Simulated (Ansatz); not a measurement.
# GeH8InN2PSiTe: how energies converge with the basis set

The task here is to estimate one member of a computed series from the others.

Program: Ansatz 0.2.0, Gaussian basis. Level of theory: one geometry, several basis sets. These are calculated values, not measurements.

Levels to be run: PBE0-D4/def2-SVP; ωB97M-V/def2-SVP; PBE0-D4/def2-QZVPP; ωB97M-V/def2-QZVPP; the functionals' def2-TZVPP values are taken from earlier runs.

2 further runs of the same task are left out: 1 for a known fault of the program, 1 that didn't finish.

## The relaxed structure

The geometry comes from an earlier relaxation with PBE0-D4 in a triple-zeta def2 set; it is a stationary point, not always the lowest conformer. In, Te take the def2 core potential; no spin-orbit term is included.

SMILES `[NH2][In]([NH2])[Te][SiH]1[PH][GeH2]1`, 15 atoms, charge 0, spin multiplicity 1.

Atoms are counted from 1 here; the program's logs count them from 0.

Bond lengths: N1–In2 2.020 Å, N1–H8 1.010 Å, N1–H9 1.010 Å, In2–N3 2.023 Å, In2–Te4 2.692 Å, N3–H10 1.011 Å, N3–H11 1.010 Å, Te4–Si5 2.477 Å, Si5–P6 2.263 Å, Si5–Ge7 2.313 Å, Si5–H12 1.485 Å, P6–Ge7 2.387 Å, P6–H13 1.425 Å, Ge7–H14 1.532 Å, Ge7–H15 1.532 Å. Angles: In2–N1–H8 116.9°, In2–N1–H9 116.8°, H8–N1–H9 108.9°, N1–In2–N3 118.7°, N1–In2–Te4 117.1°, N3–In2–Te4 124.2°, In2–N3–H10 115.3°, In2–N3–H11 116.4°, H10–N3–H11 108.5°, In2–Te4–Si5 96.6°, Te4–Si5–P6 125.9°, Te4–Si5–Ge7 129.5°, Te4–Si5–H12 107.3°, P6–Si5–Ge7 62.9°, P6–Si5–H12 111.5°, Ge7–Si5–H12 113.6°, Si5–P6–Ge7 59.6°, Si5–P6–H13 92.2° and more.

Set-up of the first run:

in.yaml

```yaml
crystal:
  periodic: [false, false, false]
  atoms:
    - {symbol: N, position_ang: [-2.852765, 0.376393, 2.510031]}
    - {symbol: In, position_ang: [-1.358693, 0.039039, 1.192476]}
    - {symbol: N, position_ang: [0.453264, 0.868191, 1.543865]}
    - {symbol: Te, position_ang: [-1.928584, -1.500562, -0.941382]}
    - {symbol: Si, position_ang: [0.102069, -0.943596, -2.246596]}
    - {symbol: P, position_ang: [1.106166, 1.082445, -2.340421]}
    - {symbol: Ge, position_ang: [2.307139, -0.827381, -1.559353]}
    - {symbol: H, position_ang: [-2.771175, 1.197045, 3.093513]}
    - {symbol: H, position_ang: [-3.795597, 0.320618, 2.153404]}
    - {symbol: H, position_ang: [0.616652, 1.161470, 2.497829]}
    - {symbol: H, position_ang: [1.256565, 0.343086, 1.227919]}
    - {symbol: H, position_ang: [-0.069463, -1.529700, -3.599848]}
    - {symbol: H, position_ang: [0.753070, 1.382142, -0.992654]}
    - {symbol: H, position_ang: [2.703585, -0.728661, -0.082331]}
    - {symbol: H, position_ang: [3.477757, -1.240540, -2.456441]}
basis:
  gaussian: {orbitals: def2-SVP}
hamiltonian: {xc: pbe0, dispersion: d4}
output: {orbitals: {seedname: orbitals}}
```

Run with:

```sh
$ ansatz run in.yaml --threads 4 --pin off --events-out ev --progress --plain --max-ram 66560MiB --backend cpu
```

Among the steps run: PBE0-D4 in def2-SVP; ωB97M-V in def2-SVP; PBE0-D4 in def2-QZVPP; ωB97M-V in def2-QZVPP.

One table of the session follows, with a row left open; its other results are not shown here.

It belongs to the step «Density functionals: the series». 

| functional | basis | HOMO (eV) |
| --- | --- | --- |
| PBE0-D4 | def2-SVP | -6.07 |
| PBE0-D4 | def2-TZVPP | -6.13 |
| PBE0-D4 | def2-QZVPP | -6.15 |
| ωB97M-V | def2-SVP | -7.92 |
| ωB97M-V | def2-TZVPP | ? |
| ωB97M-V | def2-QZVPP | -8.02 |

**Question.** Estimate the row for ωB97M-V, def2-TZVPP.

The run gave: HOMO (eV): -8.00. In the column «HOMO (eV)» it lies between ωB97M-V, def2-QZVPP (-8.02) and ωB97M-V, def2-SVP (-7.92).
